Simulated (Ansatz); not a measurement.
# W: the cost of one run

Program: Ansatz 0.2.0. Level of theory: DFT r2SCAN, scalar-relativistic, plane waves, PAW. These are calculated values, not measurements.

### 1 The system as given

The structure is cubic, space group Fm-3m (No. 225). The conventional cell has a = 4.060 Å, b = 4.060 Å, c = 4.060 Å, α = 90.00°, β = 90.00°, γ = 90.00°. W (site symmetry m-3m) is surrounded by 12 W at 2.87 Å.

Coordinates:

```cif
data_structure
_symmetry_space_group_name_H-M 'P 1'
_symmetry_Int_Tables_number 1
_cell_length_a 2.8709
_cell_length_b 2.8709
_cell_length_c 2.8709
_cell_angle_alpha 60.000
_cell_angle_beta 60.000
_cell_angle_gamma 60.000
_cell_volume 16.73
loop_
_atom_site_label
_atom_site_type_symbol
_atom_site_fract_x
_atom_site_fract_y
_atom_site_fract_z
_atom_site_occupancy
W1 W 0.00000 0.00000 0.00000 1
```

The cell is taken as given, not relaxed at this level.

### 2 Zero of energy

The reference gives a free energy of -10396.7307 eV, pressure -8.84 GPa, largest force 0.000 eV/Å and gap on the mesh none (metal). It was computed beforehand with the settings of the runs below.

### 3 Setting up a two-dimensional strain map

The cell is strained by p along both x and y and by q along z, with fractional coordinates fixed.

### 4 p = -0.030, q = -0.030

input.yaml reads:

```yaml
crystal:
  lattice:
    - [0.0, 1.9691, 1.9691]
    - [1.9691, 0.0, 1.9691]
    - [1.9691, 1.9691, 0.0]
  atoms:
    - { symbol: W, position: [0.0, 0.0, 0.0] }
basis:
  ecutwfc: 500
kpoints:
  mp_grid: { grid: [20, 20, 20] }
hamiltonian:
  xc: r2scan
scf:
  occupations: { method: gaussian, width: 0.15 }
output:
  forces: true
  stress: true
  eigenvalues: true
```

Launch:

```bash
$ ansatz run input.yaml --threads 1 --pin off --max-ram 2560MiB --backend cpu --events-out ev --progress --plain --runs-dir out
```

**Question.** How long does this run take on 1 thread of AMD EPYC (Zen 3), shared host, and how much memory does it need?

About 6.8 s, with a peak of 0.41 GiB.
